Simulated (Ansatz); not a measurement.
Cr3Ni, space group Fm-3m, a comparison of magnetic orders

Program: the Python package of Ansatz (0.2.0).

At the Python prompt:
```pycon
>>> import ansatz
>>> import numpy as np
>>> from tabulate import tabulate
>>> XC = 'r2SCAN'
>>> KMESH = (7, 7, 7)
>>> OCCUPATIONS = 'fermi_dirac'
>>> SIGMA = 0.05
>>> def count_gap(report):
...     # lowest empty less highest filled band, counting bands; zero where they overlap
...     return max(report.get('gap_by_band_count_ev') or 0.0, 0.0)
...
>>> CELL = [
...     [0.0, 2.87993, 2.87993],
...     [2.87993, 0.0, 2.87993],
...     [2.87993, 2.87993, 0.0],
... ]
>>> ATOMS = [
...     ('Cr', [0.75, 0.75, 0.75]),
...     ('Cr', [0.25, 0.25, 0.25]),
...     ('Cr', [0.5, 0.5, 0.5]),
...     ('Ni', [0.0, 0.0, 0.0]),
... ]
>>> def build(moments):
...     crystal = ansatz.Crystal(lattice=ansatz.Lattice.of(CELL))
...     for (symbol, position), moment in zip(ATOMS, moments):
...         crystal = crystal.atom(symbol, position, moment=moment or None)
...     return crystal
...
>>> orders = {
...     'FM': [2.4, 2.4, 2.4, 1.2],
...     'AFM': [2.4, 2.4, -2.4, -1.2],
...     'AFM-alternating': [2.4, -2.4, 2.4, -1.2],
...     'ferri': [2.4, 2.4, 2.4, -1.2],
... }
>>> rows = []
>>> for label, moments in orders.items():
...     job = (
...         build(moments).calculation()
...         .functional(XC)
...         .kpoints(mesh=KMESH)
...         .occupations(OCCUPATIONS, width=SIGMA)
...         .spin('collinear')
...         .band_table()
...     )
...     r = job.run(threads=1).report
...     rows.append((label, r['free_energy_ev'], r['magnetization_mub'], r['absolute_magnetization_mub'], max(abs(m) for m in r['site_moments_mub']), count_gap(r)))
...     print(label, 'site moments:', [round(m, 2) for m in r['site_moments_mub']])
...
DeckWarning: basis.ecutwfc = 500 eV, auto-derived from the records' recommended cutoffs: set by Cr (their level for a meta-GGA)
RunWarning: the starting moments were not kept: 1 of 4 ended reversed and 3 kept their direction, counting a site from 0.1 μB. The largest reversed, site 2 (counted from 0, in the order of the [...]
FM site moments: [2.59, 2.59, -2.15, 0.88]
AFM site moments: [2.59, 2.59, -2.15, 0.88]
AFM-alternating site moments: [2.35, -2.35, -0.0, -0.0]
ferri site moments: [2.59, 2.59, -2.15, 0.88]
>>> plain = (
...     build([0] * len(ATOMS)).calculation()
...     .functional(XC)
...     .kpoints(mesh=KMESH)
...     .occupations(OCCUPATIONS, width=SIGMA)
...     .band_table()
... )
>>> r = plain.run(threads=1).report
>>> rows.append(('NM', r['free_energy_ev'], 0.0, 0.0, 0.0, count_gap(r)))
>>> lowest = min(row[1] for row in rows)
>>> rows = [(row[0], 1000 * (row[1] - lowest) / 4, *row[2:]) for row in sorted(rows, key=lambda row: row[1])]
>>> print(tabulate(rows, headers=['order', 'meV/magnetic atom', 'net muB', 'absolute muB', 'largest site muB', 'gap by band count eV'], floatfmt='.4f', tablefmt='github'))
| order           |   meV/magnetic atom |   net muB |   absolute muB |   largest site muB |   gap by band count eV |
|-----------------|---------------------|-----------|----------------|--------------------|------------------------|
| AFM             |              0.0000 |    4.0724 |         8.8798 |             2.5865 |                 0.0000 |
| ferri           |              0.0000 |    4.0724 |         8.8797 |             2.5865 |                 0.0000 |
| FM              |              0.0000 |    4.0724 |         8.8796 |             2.5865 |                 0.0000 |
| AFM-alternating |            226.5453 |   -0.0000 |         5.5231 |             2.3457 |                 0.3013 |
| NM              |            361.5237 |    0.0000 |         0.0000 |             0.0000 |                 0.0000 |
>>> print('lowest of these starts:', rows[0][0])
lowest of these starts: AFM
```

In order of energy: antiferro- or ferrimagnetic (+0.0 meV an atom, largest site moment 2.59 μB), antiferro- or ferrimagnetic (+0.0 meV an atom, largest site moment 2.59 μB), antiferro- or ferrimagnetic (+0.0 meV an atom, largest site moment 2.59 μB), antiferro- or ferrimagnetic (+226.5 meV an atom, largest site moment 2.35 μB) and non-magnetic (+361.5 meV an atom, largest site moment 0.00 μB). These are the states reached from the starts typed.

The SCF didn't keep the moments it started from (some shrank, vanished or turned); what is printed is the state reached. A gap by band count of zero or less means overlapping bands, a metal. r2SCAN tends to overestimate the moments of itinerant magnets. This cell is a computed structure, which may not be the phase found in nature. Gaps and levels are Kohn-Sham values on a finite set of k-points. Warnings are shown shortened and without file and line. Each row is the state reached from that start at the given structure, not necessarily the lowest of its order; other orders weren't tried. The whole script took 4.8 min on 1 thread of Arm Neoverse V1 (shared host), peak memory 0.7 GiB.
